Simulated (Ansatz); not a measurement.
# CH8ClNSi2: up Jacob's ladder to CCSD(T)

An exercise on one series of results from a longer session: the logs are not shown, and one member is left open.

Computed with Ansatz 0.2.0, Gaussian basis. Level: functionals in def2-TZVPP, the program's frozen cores in correlated methods.

Levels to be run: PBE-D4, r2SCAN-D4, PBE0-D4, B3LYP-D4, ωB97X-V, ωB97M-V, B2PLYP; CCSD(T)/def2-TZVPP; MP2/def2-QZVPP; extrapolation to the limit.

**Structure used throughout**

The geometry comes from an earlier relaxation with PBE0-D4 in a triple-zeta def2 set; it is a stationary point, not always the lowest conformer.

SMILES `N[SiH2]C[SiH2]Cl`, 13 atoms, charge 0, spin multiplicity 1.

Atoms are counted from 1 here; the program's logs count them from 0.

Bond lengths: N1–Si2 1.721 Å, N1–H6 1.007 Å, N1–H7 1.007 Å, Si2–C3 1.873 Å, Si2–H8 1.484 Å, Si2–H9 1.495 Å, C3–Si4 1.855 Å, C3–H10 1.098 Å, C3–H11 1.094 Å, Si4–Cl5 2.063 Å, Si4–H12 1.484 Å, Si4–H13 1.483 Å. Angles: Si2–N1–H6 120.7°, Si2–N1–H7 119.0°, H6–N1–H7 110.6°, N1–Si2–C3 109.5°, N1–Si2–H8 106.2°, N1–Si2–H9 114.8°, C3–Si2–H8 111.5°, C3–Si2–H9 106.8°, H8–Si2–H9 108.2°, Si2–C3–Si4 115.7°, Si2–C3–H10 108.2°, Si2–C3–H11 109.0°, Si4–C3–H10 106.5°, Si4–C3–H11 109.9°, H10–C3–H11 107.1°, C3–Si4–Cl5 110.0°, C3–Si4–H12 112.0°, C3–Si4–H13 111.1° and more.

The first run:

in.yaml

```yaml
crystal:
  periodic: [false, false, false]
  atoms:
    - {symbol: N, position_ang: [-0.264586, 2.236482, 1.064321]}
    - {symbol: Si, position_ang: [-0.739200, 0.766212, 0.306481]}
    - {symbol: C, position_ang: [0.785832, -0.209950, -0.171020]}
    - {symbol: Si, position_ang: [0.476444, -1.926726, -0.800734]}
    - {symbol: Cl, position_ang: [-0.869067, -1.873582, -2.363729]}
    - {symbol: H, position_ang: [0.255235, 2.226021, 1.927255]}
    - {symbol: H, position_ang: [-0.892544, 3.023668, 1.038128]}
    - {symbol: H, position_ang: [-1.531494, 1.153539, -0.886716]}
    - {symbol: H, position_ang: [-1.580708, -0.132282, 1.154979]}
    - {symbol: H, position_ang: [1.420903, -0.313094, 0.719292]}
    - {symbol: H, position_ang: [1.357606, 0.360100, -0.909970]}
    - {symbol: H, position_ang: [1.713201, -2.560570, -1.320328]}
    - {symbol: H, position_ang: [-0.111119, -2.784517, 0.256841]}
basis:
  gaussian: {orbitals: def2-TZVPP}
hamiltonian: {xc: pbe, dispersion: d4}
output: {forces: true, orbitals: {seedname: orbitals}}
```

The run is started by

```console
$ ansatz run in.yaml --threads 4 --pin off --events-out ev --progress --plain --max-ram 10444MiB
```

Among the steps run: PBE-D4 (GGA); r2SCAN-D4 (meta-GGA); PBE0-D4 (hybrid); B3LYP-D4 (hybrid); ωB97X-V (range-separated); ωB97M-V (range-separated); B2PLYP (double hybrid); CCSD(T) in def2-TZVPP; MP2 in def2-QZVPP.

One table of the session follows, with a row left open; its other results are not shown here.

It belongs to the step «Atomisation energies». 

```
            method  atomisation energy (eV)
            PBE-D4                   45.719
         r2SCAN-D4                   45.557
           PBE0-D4                   45.372
          B3LYP-D4                        ?
           ωB97X-V                   45.925
           ωB97M-V                   45.831
            B2PLYP                   44.988
     HF/def2-TZVPP                   33.849
    MP2/def2-TZVPP                   44.695
   CCSD/def2-TZVPP                   43.855
CCSD(T)/def2-TZVPP                   44.389
           MP2/CBS                   46.003
       CCSD(T)/CBS                   45.697
```

Estimate the missing values for B3LYP-D4.

The run gave: atomisation energy (eV): 45.561. In the column «atomisation energy (eV)» it lies between r2SCAN-D4 (45.557) and CCSD(T)/CBS (45.697).

Caveats from the session: Free atoms (1 N, 2 Si, 1 C, 1 Cl, 8 H) were run apart at each level; the atomisation energy is their sum less the molecule, without zero-point or spin-orbit terms.
